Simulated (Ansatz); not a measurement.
# SiH3I (SMILES [SiH3]I): MP2/def2-mTZVP

Wanted: a short trajectory of SiH3I. 

The results are computed with Ansatz 0.2.0.

### 1 Starting point

SiH3I has 5 atoms, charge 0, and is taken as a singlet. As SMILES, `[SiH3]I`. The coordinates come from a PBE0-D4/def2-TZVP relaxation. The run starts from this shape.

Bond lengths: Si1–I2 2.439 Å, Si1–H3 1.481 Å, Si1–H4 1.481 Å, Si1–H5 1.481 Å. Angles: I2–Si1–H3 108.5°, I2–Si1–H4 108.5°, I2–Si1–H5 108.4°, H3–Si1–H4 110.5°, H3–Si1–H5 110.5°, H4–Si1–H5 110.5°.

### 2 Molecular dynamics at MP2/def2-mTZVP

File job.yaml:

```yaml
crystal:
  periodic: [false, false, false]
  atoms:
    - symbol: Si
      position_ang: [-0.165600, 0.069300, -0.077300]
    - symbol: I
      position_ang: [1.907700, -0.923300, 0.737800]
    - symbol: H
      position_ang: [-1.144400, 0.089000, 1.033900]
    - symbol: H
      position_ang: [-0.671300, -0.755700, -1.198400]
    - symbol: H
      position_ang: [0.123500, 1.447000, -0.537300]
basis:
  gaussian:
    orbitals: def2-mTZVP
correlation:
  method: mp2
md:
  timestep: 2 fs
  n_steps: 30
  ensemble: nvt_nose_hoover
  temperature: 300
  initial_velocities: maxwell_boltzmann
  seed: 144
```

On the command line:

```
$ ansatz run job.yaml --threads 1 --pin off --max-ram 2610MiB --events-out events.jsonl --progress --plain --runs-dir runs
```

Q: Predict the results. Wanted: potential energy of the last frame.

Answer, from the run:

Level: MP2/def2-mTZVP, 9 core orbitals frozen.

| quantity | value |
| --- | --- |
| potential energy of the last frame | -587.51227 Eh |

What this shows: Mulliken charges run from -0.38 on I2 to +0.60 on Si1; they depend strongly on the basis. The run spans only 60 fs, so it is not equilibrated: the temperature averages 171 K over its second half, against 300 K at the start, as kinetic energy flows into the vibrations of a start near a minimum.
